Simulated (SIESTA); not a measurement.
**Mg3Te under changes of volume**

One of the cells (24.661 Å³/atom); the others are scaled copies at fixed shape and fractional positions:

```
CELL_PARAMETERS angstrom
-2.15353 2.15353 5.31747
2.15353 -2.15353 5.31747
2.15353 2.15353 -5.31747
ATOMIC_POSITIONS crystal
Te 0.00000 0.00000 0.00000
Mg 0.25000 0.75000 0.50000
Mg 0.75000 0.25000 0.50000
Mg 0.50000 0.50000 0.00000
```

The cell comes from a database or a generator and needn't be the stable form of this composition.

```yaml
Program: SIESTA 5.4.2
Functional: PBEsol
Potentials_or_basis: PseudoDojo 0.4 standard (PBEsol files)
Basis: DZP (energy shift 0.003 Ry; two zetas on semicore shells)
Grid_cutoff: 800 Ry
Energy_shift: 0.003 Ry
k_mesh: 9 × 9 × 9
Occupations: fermi-dirac, width 0.05 eV
Spin: no spin polarisation
```

| volume (Å³/atom) | energy over the lowest point (meV/atom) | pressure (GPa) |
| --- | --- | --- |
| 22.727 | 12.52 | 3.0 |
| 23.210 | ? | ? |
| 23.694 | 0.78 | 1.0 |
| 24.661 | 0.00 | -0.6 |
| 25.144 | 3.02 | -1.3 |
| 25.628 | 8.01 | -1.9 |

**Question.** What does the run at 23.210 Å³/atom give?

**Answer.** Energy over the lowest point 5.14 meV/atom; pressure 2.0 GPa.

Worked out: A Birch-Murnaghan fit of order 3 (a polynomial in V^(-2/3)) to the other rows has its minimum at 24.25 Å³/atom with B0 = V·E''(V) = 40 GPa and B' = 4.5 at fixed shape and positions, which overstates the stiffness. It gives 5.13 meV/atom at 23.210 Å³/atom, against the run's 5.14, and -dE/dV = 1.9 GPa, against 2.0.

Energies are extrapolated to zero smearing.

Caveats: the basis of atomic orbitals isn't converged, which shifts pressures, moduli and gaps.
